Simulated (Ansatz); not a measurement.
**CH4NSb: up Jacob's ladder to CCSD(T)**

One table from this session's results is given with a row withheld; the runs are named, their logs left out.

The runs use Ansatz 0.2.0, Gaussian basis; functionals in def2-TZVPP, the program's frozen cores in correlated methods.

The runs, in order: LDA (SPW92), PBE-D4, revPBE-D4, BLYP-D4, r2SCAN-D4, B97M-V, PBE0-D4, B3LYP-D4, r2SCANh-D4, r2SCAN0-D4, HSE06-D4, BHLYP-D4, CAM-B3LYP-D4, LC-ωPBE, ωB97X-V, ωB97M-V, B2PLYP, PBE-QIDH; CCSD(T)/def2-SVP; CCSD(T)/def2-TZVPP; MP2/def2-QZVPP; extrapolation to the limit; RPA on PBE.

## Structure used throughout

The geometry comes from an earlier relaxation with PBE0-D4 in a triple-zeta def2 set; it is a stationary point, not always the lowest conformer. Sb takes the def2 core potential; no spin-orbit term is included.

7 atoms, charge 0, spin multiplicity 1.

Atoms are counted from 1 here; the program's logs count them from 0.

Bond lengths: C1–N2 1.257 Å, C1–H4 1.098 Å, C1–H5 1.101 Å, N2–Sb3 2.060 Å, Sb3–H6 1.710 Å, Sb3–H7 1.724 Å. Angles: N2–C1–H4 119.0°, N2–C1–H5 125.5°, H4–C1–H5 115.5°, C1–N2–Sb3 120.6°, N2–Sb3–H6 92.7°, N2–Sb3–H7 96.4°, H6–Sb3–H7 91.3°.

Coordinates:

```
C    -0.8497   -0.5432   -0.7828
N    -0.6894   -0.5250    0.4641
Sb    1.1406   -0.0431    1.2785
H    -1.8229   -0.8456   -1.1902
H    -0.0882   -0.2693   -1.5295
H     0.5783    1.4660    1.8520
H     1.7926    0.6923   -0.1379
```

The first run:

Contents of in.yaml:

```yaml
crystal:
  periodic: [false, false, false]
  atoms:
    - {symbol: C, position_ang: [-0.849676, -0.543173, -0.782752]}
    - {symbol: N, position_ang: [-0.689448, -0.524965, 0.464134]}
    - {symbol: Sb, position_ang: [1.140567, -0.043096, 1.278476]}
    - {symbol: H, position_ang: [-1.822898, -0.845631, -1.190222]}
    - {symbol: H, position_ang: [-0.088236, -0.269321, -1.529519]}
    - {symbol: H, position_ang: [0.578305, 1.466029, 1.851996]}
    - {symbol: H, position_ang: [1.792586, 0.692257, -0.137914]}
basis:
  gaussian: {orbitals: def2-TZVPP}
hamiltonian: {xc: lda}
output: {orbitals: {seedname: orbitals}}
```

The run is started by

```console
> ansatz run in.yaml --threads 2 --pin off --events-out ev --progress --plain --max-ram 4352MiB
```

Among the steps run: LDA; PBE-D4 (GGA); revPBE-D4 (GGA); BLYP-D4 (GGA); r2SCAN-D4 (meta-GGA); B97M-V (meta-GGA); B3LYP-D4 (hybrid); r2SCANh-D4 (hybrid); r2SCAN0-D4 (hybrid); HSE06-D4 (hybrid); BHLYP-D4 (hybrid); CAM-B3LYP-D4 (range-separated); LC-ωPBE (range-separated); ωB97X-V (range-separated); ωB97M-V (range-separated); B2PLYP (double hybrid); PBE-QIDH (double hybrid).

One of the session's tables, all rows but one given; the rest of the session is left out.

It belongs to the step «Orbital energies across the functionals». 

| functional | HOMO (eV) | gap (eV) |
| --- | --- | --- |
| LDA (SPW92) | ? | ? |
| PBE-D4 | -5.69 | 3.85 |
| revPBE-D4 | -5.64 | 3.89 |
| BLYP-D4 | -5.57 | 3.86 |
| r2SCAN-D4 | -5.93 | 4.31 |
| B97M-V | -6.02 | 4.44 |
| PBE0-D4 | -6.94 | 6.08 |
| B3LYP-D4 | -6.73 | 5.63 |
| r2SCANh-D4 | -6.41 | 5.16 |
| r2SCAN0-D4 | -7.11 | 6.38 |
| HSE06-D4 | -6.54 | 5.31 |
| BHLYP-D4 | -8.05 | 8.05 |
| CAM-B3LYP-D4 | -8.24 | 8.38 |
| LC-ωPBE | -9.52 | 10.79 |
| ωB97X-V | -9.21 | 10.36 |
| ωB97M-V | -9.12 | 10.05 |

Q: Estimate the row for LDA (SPW92) from the others.

As computed: HOMO (eV): -5.81; gap (eV): 3.73. In the column «HOMO (eV)» it lies between r2SCAN-D4 (-5.93) and PBE-D4 (-5.69).
